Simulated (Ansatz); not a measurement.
# Nb3GaSe2: the cost of one run

Method: DFT PBE, scalar-relativistic, plane waves, PAW, in Ansatz 0.2.0.

1 further run of the same task is left out (set aside as unsound or not needed).

## (1) The system as given

Symmetry: P4/mmm, No. 123, tetragonal system. Conventional cell: a = 3.456 Å, b = 3.456 Å, c = 12.862 Å, α = 90.00°, β = 90.00°, γ = 90.00°. Nb (site symmetry 4mm) has 8 Nb at 3.23 to 3.46 Å and 4 Se at 3.58 Å in its first shell of neighbours. Nb (site symmetry 4/mmm) has 12 Nb at 3.23 to 3.46 Å in its first shell of neighbours. Around Ga (site symmetry 4/mmm) lie 8 Se at 2.97 Å. Around Se (site symmetry 4mm) lie 4 Ga at 2.97 Å and 4 Nb at 3.58 Å.

Coordinates:

```
CELL_PARAMETERS angstrom
3.45645 0.00000 0.00000
0.00000 3.45645 0.00000
0.00000 0.00000 12.86214
ATOMIC_POSITIONS crystal
Nb 0.00000 0.00000 0.66477
Nb 0.00000 0.00000 0.33523
Nb 0.50000 0.50000 0.50000
Ga 0.00000 0.00000 0.00000
Se 0.50000 0.50000 0.86814
Se 0.50000 0.50000 0.13186
```

The cell is invented: species swapped into a database cell of Er2Mg3Ru (P4/mmm, No. 123), with Se on the Er sites, Nb on the Mg sites and Ga on the Ru sites. The dimensions are guesses.

## (2) The guess as it stands, on a coarse mesh

input.yaml

```yaml
crystal:
  lattice:
    - [3.4564512, 0.0, 0.0]
    - [0.0, 3.4564512, 0.0]
    - [0.0, 0.0, 12.86214475]
  atoms:
    - { symbol: Nb, position: [0.0, 0.0, 0.66476798] }
    - { symbol: Nb, position: [0.0, 0.0, 0.33523202] }
    - { symbol: Nb, position: [0.5, 0.5, 0.5] }
    - { symbol: Ga, position: [0.0, 0.0, 0.0] }
    - { symbol: Se, position: [0.5, 0.5, 0.868141] }
    - { symbol: Se, position: [0.5, 0.5, 0.131859] }
basis:
  ecutwfc: 420
kpoints:
  mp_grid: { grid: [6, 6, 2] }
hamiltonian:
  xc: pbe
scf:
  occupations: { method: gaussian, width: 0.1 }
  lower_state_search: "off"
output:
  forces: true
  stress: true
  eigenvalues: true
```

Command:

```sh
$ ansatz run input.yaml --threads 1 --pin off --max-ram 2560MiB --backend cpu --events-out ev --progress --plain --runs-dir out
```

**Question.** How long does this run take on 1 thread of AMD EPYC (Zen 3), shared host, and how much memory does it need?

About 18 s, with a peak of 0.49 GiB.
